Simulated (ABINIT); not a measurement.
Al2Cl:

```
Al Cl
1.0
     0.00000    3.15868    3.15868
     3.15868    0.00000    3.15868
     3.15868    3.15868    0.00000
Al Cl
2 1
Direct
  0.25000 0.25000 0.25000
  0.75000 0.75000 0.75000
  0.00000 0.00000 0.00000
```

The cell was built by a generator and needn't be a form met in nature.

- Program: ABINIT 10.8.3 (patched build)
- Task: relaxation of cell and atoms
- Functional: WC
- Potentials or basis: PseudoDojo NC SR PBEsol v0.4.1 standard
- Cutoff: 789 eV
- k mesh: 5 × 5 × 5
- Occupations: fermi-dirac, width 0.05 eV
- Spin: no spin polarisation

At the start: pressure 8.2 GPa; volume 21.01 Å³/atom.

Problem. How do energy, volume and symmetry change on relaxing?

Solution. Over 3 steps the energy falls by 113.6 meV/atom and the volume is 26.20 Å³/atom (+24.7 %); space group Fm-3m (No. 225, to 0.05 Å).

The path:
```
step  energy change (eV)  largest force (eV/Å)  pressure (GPa)  volume (Å³)
   1              0.0000                0.0000            8.19        63.03
   2             -0.0761                0.0000            7.11        64.62
   3             -0.3408                0.0000            0.00        78.61
```

Final structure:
```
Al Cl
1.0
     0.00000    3.40006    3.40006
     3.40006    0.00000    3.40006
     3.40006    3.40006    0.00000
Al Cl
2 1
Direct
  0.25000 0.25000 0.25000
  0.75000 0.75000 0.75000
  0.00000 0.00000 0.00000
```

Caveat: the volume moved by over 15 % at a fixed basis, so the end points are rough; the potentials were made for another functional, which shifts forces and pressure; an odd number of electrons without spin polarisation forces a metal; a magnetic or distorted state may lie lower.
